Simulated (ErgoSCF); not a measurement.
# ZnHF (SMILES [F][ZnH]) at 6 levels

Wanted: a comparison of 6 runs (HF/STO-3G, HF/3-21G, HF/def2-SVP, B3LYP/6-31G*, B3LYP/pcseg-1, PBE0/def2-SVP) of ZnHF. 

Program for the calculation: ErgoSCF 3.8.

5 further runs of the same task are left out: 5 that didn't finish.

**1. Starting point**

ZnHF: 3 atoms, total charge 0, spin state singlet. SMILES: `[F][ZnH]`. The shape comes from GFN2-xTB, which is rough for such elements, and wasn't checked as a minimum.

Bond lengths: F1–Zn2 1.666 Å, Zn2–H3 1.446 Å. Angles: F1–Zn2–H3 179.8°.

**2. A single-point energy at HF/STO-3G (run 1)**

Input file input.ego:

```
set_nthreads(1)
molecule_inline Angstrom
F       -1.269770       0.743230      -0.610620
Zn       0.059230      -0.032330       0.028750
H        1.210540      -0.710900       0.581870
EOF
basis = "STO-3G"
scf.output_mulliken_pop = 1
tmpdir = "."
scf.max_number_of_iterations = 120
scf.use_diagonalization = 1
run "HF"
```

The basis set STO-3G is read from a file made from the Basis Set Exchange's data (not shown).

Command:

```console
$ ergo input.ego
```

Output:

```text
[...]
INSC SCF_general constructor, number of basis functions: 24
[...]
INSC Energy   1 =      -1788.60125008389
[...]
INDE E_LUMO =          0.24303083741
[...]
INSC Energy  22 =      -1855.83604510981  ( diff     -0.000000000002274 )
[...]
RESC CONVERGED after  22 iterations.
RESC FINAL ENERGY:      -1855.83604510981
[...]
INSC SCF: dipole_moment_x [atomic units] =       0.10952132
INSC SCF: dipole_moment_y [atomic units] =      -0.07479092
INSC SCF: dipole_moment_z [atomic units] =       0.05144853
[...]
```

It took 2.8 s on 1 thread of Arm Neoverse V2, shared host; peak memory 0.26 GiB.

**3. The energy at HF/3-21G (run 2)**

Input file input.ego:

```
# HF on FHZn
set_nthreads(1)
basis = "3-21G"
spin_polarization = 0
scf.output_mulliken_pop = 1
scf.max_number_of_iterations = 120
scf.use_diagonalization = 1
tmpdir = "."
molecule_inline
F     -2.39951754     1.40450115    -1.15390457
Zn     0.11192848    -0.06109485     0.05432963
H      2.28758906    -1.34340630     1.09957494
EOF
run "HF"
```

The basis set 3-21G is read from a file made from the Basis Set Exchange's data (not shown).

Command:

```console
$ ergo < input.ego
```

Output:

```text
[...]
INSC SCF_general constructor, number of basis functions: 38
[...]
INSC Energy   1 =      -1314.54212925623
[...]
INDE E_LUMO =          0.06598754211
[...]
INSC Energy  16 =      -1868.47949982011  ( diff     -0.000000000005002 )
[...]
RESC CONVERGED after  16 iterations.
RESC FINAL ENERGY:      -1868.47949982011
[...]
INSC SCF: dipole_moment_x [atomic units] =       0.50054404
INSC SCF: dipole_moment_y [atomic units] =      -0.28634675
INSC SCF: dipole_moment_z [atomic units] =       0.24146380
[...]
```

It took 2.3 s on 1 thread of Arm Neoverse V2, shared host; peak memory 0.26 GiB.

Runs 3 to 5 aren't shown in full; the table further down has their settings and results.

**4. The energy at PBE0/def2-SVP (run 6)**

Input file run.inp:

```
set_nthreads(1)
basis = "def2-SVP"
tmpdir = "."
scf.max_number_of_iterations = 120
scf.use_diagonalization = 1
spin_polarization = 0
scf.output_mulliken_pop = 1
XC.sparse_mode = 0
XC.angint = 41
XC.radint = 1e-11
charge = 0
molecule_inline Angstrom
F     -1.269770     0.743230    -0.610620
Zn     0.059230    -0.032330     0.028750
H      1.210540    -0.710900     0.581870
EOF
run "PBE0"
```

The basis set def2-SVP is read from a file made from the Basis Set Exchange's data (not shown).

Command:

```console
$ ergo < run.inp
```

Output:

```text
[...]
INDF Weighted mixed functional:
[...]
INSC Energy   1 =      -1085.80075303252
[...]
INDE E_LUMO =          0.00746320482
[...]
INSC Energy  24 =      -1879.16151086485  ( diff     -0.000000000015461 )
[...]
RESC CONVERGED after  24 iterations.
RESC FINAL ENERGY:      -1879.16151086485
[...]
INSC SCF: dipole_moment_x [atomic units] =       0.55476534
INSC SCF: dipole_moment_y [atomic units] =      -0.31991255
INSC SCF: dipole_moment_z [atomic units] =       0.26732958
[...]
```

Wall time 18 s (1 thread of Arm Neoverse V2, shared host); peak memory 0.26 GiB.

**5. Overview of the runs**

```
run                               level  integration grid  radint   energy (Eh)  dipole moment (D)  wall time
  1                           HF/STO-3G                 –       –  -1855.836045               0.36      2.8 s
  2                            HF/3-21G                 –       –  -1868.479500               1.59      2.3 s
  3                         HF/def2-SVP                 –       –  -1877.502540               1.95       12 s
  4  B3LYP/6-31G* (spherical functions)             Turbo   1e-11  -1879.560459               1.41       24 s
  5                       B3LYP/pcseg-1             Turbo   1e-11  -1879.685794               1.80       23 s
  6                       PBE0/def2-SVP             Turbo   1e-11  -1879.161511               1.76       18 s
```

**6. Results**

```
            quantity           value
 run 6: total energy  -1879.16151 Eh
run 6: dipole moment          1.76 D
```

In words: The dipole moment (its size) runs from 0.36 D (HF/STO-3G) to 1.95 D (HF/def2-SVP). Totals of different functionals can't be ranked against each other. In run 1 the basis is minimal, so the values are rough. All runs together took 82 s, the longest 24 s.
